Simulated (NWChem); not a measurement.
**H2Se (hydrogen selenide): levels of theory compared**

Aim: a comparison of 6 runs (HF/3-21G, HF/def2-SVP, B3LYP/def2-TZVP, B3LYP/6-31G*, M06-2X/def2-TZVPPD, SVWN5/def2-TZVPPD) of H2Se (hydrogen selenide). 

Program for the calculation: NWChem 7.3.0.

4 further runs of the same task are left out: 4 set aside as unsound or not needed. Runs told in other sessions of the task aren't counted.

### 1 The system as given

The species is H2Se (3 atoms), meant as a singlet with charge 0. As SMILES, `[SeH2]`. The shape is that of a PBE0-D4/def2-TZVP optimisation.

Bond lengths: Se1–H2 1.467 Å, Se1–H3 1.467 Å. Angles: H2–Se1–H3 91.2°.

### 2 Energy and forces at HF/3-21G (run 1)

mymol.nw reads:

```
start mymol
title "H2Se gradient"
memory total 2200 mb
geometry noautosym nocenter noautoz
 Se       0.560660      -0.274700       0.280190
 H        0.045430       1.091880       0.143880
 H       -0.606090      -0.817190      -0.424060
end
basis spherical bse
 * library 3-21G
end
scf
 thresh 1e-08
 maxiter 80
 print medium
end
task scf gradient
```

Launch:

```console
$ nwchem mymol.nw > mymol.out
```

Output:

```text
[...]
  functions       =    26
[...]
  wavefunction    = RHF
[...]
         Total SCF energy =  -2389.612262713499
      One-electron energy =  -3381.785776843382
      Two-electron energy =    967.389067123739
 Nuclear repulsion energy =     24.784447006145
        Time for solution =      0.5s
[...]
                         RHF ENERGY GRADIENTS
    atom               coordinates                        gradient
                 x          y          z           x          y          z
   1 Se      1.059494  -0.519108   0.529482    0.000994  -0.000488   0.000496
   2 H       0.085850   2.063354   0.271894   -0.001561  -0.002873  -0.001176
   3 H      -1.145344  -1.544265  -0.801357    0.000568   0.003361   0.000679
[...]
```

Wall time 1.1 s (1 thread of Intel Xeon 6975P-C (Granite Rapids), shared host); peak memory 0.097 GiB.

### 3 Energy and gradient at HF/def2-SVP (run 2)

m1.nw reads:

```
start m1
memory 2200 mb
charge 0
geometry units angstroms noautosym nocenter noautoz
  Se     0.560660    -0.274700     0.280190
  H      0.045430     1.091880     0.143880
  H     -0.606090    -0.817190    -0.424060
end
basis "ao basis" spherical bse
  * library def2-SVP
end
scf
  thresh 1e-08
  maxiter 80
end
task scf gradient
```

Launch:

```console
$ nwchem m1.nw > m1.out
```

Output:

```text
[...]
  functions       =    42
[...]
  wavefunction    = RHF
[...]
         Total SCF energy =  -2400.705274890353
      One-electron energy =  -3394.187405139122
      Two-electron energy =    968.697683242624
 Nuclear repulsion energy =     24.784447006145
        Time for solution =      2.2s
[...]
                         RHF ENERGY GRADIENTS
    atom               coordinates                        gradient
                 x          y          z           x          y          z
   1 Se      1.059494  -0.519108   0.529482    0.009114  -0.004467   0.004554
   2 H       0.085850   2.063354   0.271894   -0.003831   0.004362  -0.001644
   3 H      -1.145344  -1.544265  -0.801357   -0.005283   0.000105  -0.002910
[...]
```

Run time: 3.3 s. Hardware: 1 thread of Intel Xeon 6975P-C (Granite Rapids), shared host; peak memory 0.094 GiB.

Runs 3 to 5 aren't shown in full; the table further down has their settings and results.

### 4 Energy and gradient at SVWN5/def2-TZVPPD (run 6)

mol.nw reads:

```
start mol
title "H2Se SVWN5"
memory stack 880 mb heap 220 mb global 1100 mb
geometry noautosym nocenter noautoz
  Se    0.560660   -0.274700    0.280190
  H     0.045430    1.091880    0.143880
  H    -0.606090   -0.817190   -0.424060
end
basis "ao basis" spherical bse
  * library def2-TZVPPD
end
dft
  xc slater vwn_5
  grid fine
  convergence energy 1e-08
  iterations 100
  mulliken
end
task dft gradient
```

Launch:

```console
$ nwchem mol.nw > mol.out
```

Output:

```text
[...]
          Wavefunction type:  closed shell.
          No. of atoms     :     3
          No. of electrons :    36
[...]
          Charge           :     0
          Spin multiplicity:     1
[...]
          AO basis - number of functions:    91
[...]
              XC Information
              --------------
                        Slater Exchange Functional  1.000 local
                      VWN V Correlation Functional  1.000 local
[...]
 d= 0,ls=0.0,diis     1  -2399.2901465169 -2.42D+03  4.84D-03  1.17D+00     1.5
[...]
 d= 0,ls=0.0,diis     8  -2399.3174165303  1.10D-09  1.62D-06  4.26D-08     7.7
         Total DFT energy =    -2399.317416530264
      One electron energy =    -3393.337446539676
           Coulomb energy =     1053.604652496334
    Exchange-Corr. energy =      -84.369069493066
 Nuclear repulsion energy =       24.784447006145
[...]
      Total Density - Mulliken Population Analysis
     ---------------------------------------------
    Atom       Charge   Shell Charges
 -----------   ------   -------------------------------------------------------
    1 Se  34    34.19   2.00  2.01  1.16  0.78  1.08  0.85  0.02  6.00  5.91  1.14  2.10  1.04  0.02  8.90  1.05  0.07  0.04  0.00  0.01
    2 H    1     0.91   0.22  0.48  0.14  0.01  0.04  0.02  0.00
    3 H    1     0.91   0.22  0.48  0.14  0.01  0.04  0.02  0.00
[...]
  wavefunction    = closed shell
                         DFT ENERGY GRADIENTS
    atom               coordinates                        gradient
                 x          y          z           x          y          z
   1 Se      1.059494  -0.519108   0.529482   -0.005056   0.002476  -0.002527
   2 H       0.085850   2.063354   0.271894    0.001904  -0.003064   0.000720
   3 H      -1.145344  -1.544265  -0.801357    0.003152   0.000588   0.001807
[...]
```

It took 12 s on 1 thread of Intel Xeon 6975P-C (Granite Rapids), shared host; peak memory 0.12 GiB.

### 5 The series

```tsv
run	level	iteration cap	module	energy (Eh)	dipole moment (D)	HOMO energy (eV)	LUMO energy (eV)	wall time
1	HF/3-21G	80	scf	-2389.612263	1.15	-9.69	4.15	1.1 s
2	HF/def2-SVP	80	scf	-2400.705275	0.96	-9.68	3.92	3.3 s
3	B3LYP/def2-TZVP	100	dft	-2402.789243	–	–	–	11 s
4	B3LYP/6-31G* (spherical functions)	100	dft	-2402.482051	1.01	-6.72	0.06	5.4 s
5	M06-2X/def2-TZVPPD	100	dft	-2402.767085	0.74	–	–	15 s
6	SVWN5/def2-TZVPPD	100	dft	-2399.317417	0.74	-6.09	-1.01	12 s
```

### 6 Outcome

```
                       quantity           value
            run 6: total energy  -2399.31742 Eh
           run 6: dipole moment          0.74 D
             run 6: HOMO energy        -6.09 eV
             run 6: LUMO energy        -1.01 eV
           run 6: HOMO–LUMO gap         5.08 eV
run 6: largest force on an atom      0.317 eV/Å
```

Over runs 1, 2, 4, 5, 6 the dipole moment (its size) runs from 0.74 D (M06-2X/def2-TZVPPD) to 1.15 D (HF/3-21G). The two ends differ in method and basis. Over runs 1, 2, 4, 6 the HOMO–LUMO gap runs from 5.08 eV (SVWN5/def2-TZVPPD) to 13.84 eV (HF/3-21G). Totals of different functionals can't be ranked against each other. All runs together took 47 s, the longest 15 s.
